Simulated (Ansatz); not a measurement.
**HPbNO4 in Ansatz: the effect of functional**

HPbNO4:

```
CELL_PARAMETERS angstrom
4.19923 0.11117 0.16817
1.91600 3.89132 0.12568
1.76085 1.25259 6.37266
ATOMIC_POSITIONS crystal
H 0.89145 0.68202 0.62796
Pb 0.14426 0.92872 0.88352
N 0.25670 0.28861 0.30171
O 0.83108 0.65056 0.78405
O 0.38694 0.22380 0.11295
O 0.31104 0.03576 0.45856
O 0.07726 0.60633 0.32275
```

The cell was built by a generator and needn't be a form met in nature.

Alike in all runs:

```yaml
Program: Ansatz 0.2.0
Task: band structure
Potentials_or_basis: all-electron LAPW, scalar-relativistic
Basis_error_allowed: 0.002 eV/atom
k_mesh: 5 × 5 × 4
Occupations: fermi-dirac, width 0.05 eV
Spin: no spin polarisation
```

Q: One run gave: gap on the mesh 2.80 eV; pressure -5.9 GPa; largest force 0.79 eV/Å. Which functional did it use?
A. RPBE
B. LDA
C. PBE

A: B.

```tsv
functional	cutoff	gap on the mesh (eV)	pressure (GPa)	largest force (eV/Å)
LDA	734 eV (chosen from the basis error)	2.80	-5.9	0.79
RPBE	730 eV (chosen from the basis error)	2.93	2.5	0.18
PBE	732 eV (chosen from the basis error)	2.88	-0.1	0.05
```

Caveats: spin-orbit coupling is left out, which as a rule narrows the gap of such compounds by several tenths of an eV.

A k mesh can miss the band edges.
